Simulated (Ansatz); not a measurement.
# AlBFH3O2: the cost of one run

Method: RKS PBE-D4/def2-SVP, in Ansatz 0.2.0.

## 1. The starting structure

Bond lengths: B1–O2 1.394 Å, O2–Al3 1.843 Å, Al3–O4 1.804 Å, Al3–F5 1.811 Å, B1–H6 1.209 Å, B1–H7 1.217 Å, O4–H8 1.026 Å. Angles: B1–O2–Al3 103.7°, O2–B1–H6 123.8°, O2–B1–H7 121.1°, H6–B1–H7 114.8°, O2–Al3–O4 119.0°, O2–Al3–F5 120.1°, O4–Al3–F5 120.7°, Al3–O4–H8 101.0°.

As a file:

```xyz
8

B    -0.1913    1.5326    0.1147
O     1.0190    0.8523    0.2373
Al    0.6164   -0.8595   -0.3134
O     0.1389   -2.0867    0.9196
F     0.8361   -1.3303   -2.0478
H    -0.9808    1.6684    1.0196
H    -0.4637    2.1520   -0.8966
H    -0.8824   -1.9859    0.9108
```

## 2. End point A

input.yaml

```yaml
crystal:
  periodic: [false, false, false]
  atoms:
    - { symbol: B, position_ang: [-0.1913, 1.5326, 0.1147] }
    - { symbol: O, position_ang: [1.019, 0.8523, 0.2373] }
    - { symbol: Al, position_ang: [0.6164, -0.8595, -0.3134] }
    - { symbol: O, position_ang: [0.1389, -2.0867, 0.9196] }
    - { symbol: F, position_ang: [0.8361, -1.3303, -2.0478] }
    - { symbol: H, position_ang: [-0.9808, 1.6684, 1.0196] }
    - { symbol: H, position_ang: [-0.4637, 2.152, -0.8966] }
    - { symbol: H, position_ang: [-0.8824, -1.9859, 0.9108] }
basis:
  gaussian: { orbitals: def2-SVP }
hamiltonian:
  xc: pbe
  dispersion: d4
relax:
  f_tol: 0.015
  max_steps: 40
```

The run is started by

```
$ ansatz run input.yaml --threads 1 --pin off --max-ram 2048MiB --backend cpu --events-out ev --progress --plain --runs-dir out
```

Q: Estimate wall time and peak memory on 1 thread of Intel Xeon 6975P-C (Granite Rapids), shared host.

About 39 s, with a peak of 0.17 GiB.
